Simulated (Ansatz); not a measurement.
# Sc2OsS4: the cost of one run

Method: DFT revPBE, plane waves, PAW, scalar-relativistic, no spin polarisation, in Ansatz 0.2.0.

## (1) The starting structure

The cell holds 14 atoms (Os2S8Sc4): a = 7.433 Å, b = 7.433 Å, c = 7.433 Å, α = 60.00°, β = 60.00°, γ = 60.00°.

As a file:

```
S Os Sc
1.0
     0.00000    5.25613    5.25613
     5.25613    0.00000    5.25613
     5.25613    5.25613    0.00000
S Os Sc
8 2 4
Cartesian
  4.0262 4.0262 4.0262
  9.1141 6.6543 6.6543
  6.4861 6.4861 4.0262
  6.6543 9.1141 6.6543
  4.0262 6.4861 6.4861
  9.1141 9.1141 9.1141
  6.4861 4.0262 6.4861
  6.6543 6.6543 9.1141
  0.0000 0.0000 0.0000
  2.6281 2.6281 2.6281
  6.5702 6.5702 6.5702
  6.5702 3.9421 3.9421
  3.9421 3.9421 6.5702
  3.9421 6.5702 3.9421
```

## (2) Dynamics

input.yaml

```yaml
crystal:
  lattice:
    - [0.0, 5.256127, 5.256127]
    - [5.256127, 0.0, 5.256127]
    - [5.256127, 5.256127, 0.0]
  atoms:
    - { symbol: S, position: [0.383, 0.383, 0.383] }
    - { symbol: S, position: [0.399, 0.867, 0.867] }
    - { symbol: S, position: [0.383, 0.383, 0.851] }
    - { symbol: S, position: [0.867, 0.399, 0.867] }
    - { symbol: S, position: [0.851, 0.383, 0.383] }
    - { symbol: S, position: [0.867, 0.867, 0.867] }
    - { symbol: S, position: [0.383, 0.851, 0.383] }
    - { symbol: S, position: [0.867, 0.867, 0.399] }
    - { symbol: Os, position: [0.0, 0.0, 0.0] }
    - { symbol: Os, position: [0.25, 0.25, 0.25] }
    - { symbol: Sc, position: [0.625, 0.625, 0.625] }
    - { symbol: Sc, position: [0.125, 0.625, 0.625] }
    - { symbol: Sc, position: [0.625, 0.625, 0.125] }
    - { symbol: Sc, position: [0.625, 0.125, 0.625] }
kpoints:
  mp_grid: { grid: [3, 3, 3] }
magnetization:
  spin_polarized: false
scf:
  occupations: { method: methfessel_paxton, width: 0.3 }
hamiltonian:
  pseudopotentials: { kind: paw }
  xc: revpbe
basis:
  ecutwfc: 420
md:
  timestep: 1.0
  n_steps: 60
  ensemble: nvt_nose_hoover
  temperature: 300.0
  initial_velocities: maxwell_boltzmann
  seed: 943456
```

The run is started by

```
$ ansatz run input.yaml --threads 2 --pin off --max-ram 2560MiB --backend cpu --events-out ev --progress --plain --runs-dir out
```

What time and memory should one allow on 2 threads of AMD EPYC, shared host?

About 20 min, with a peak of 1 GiB.
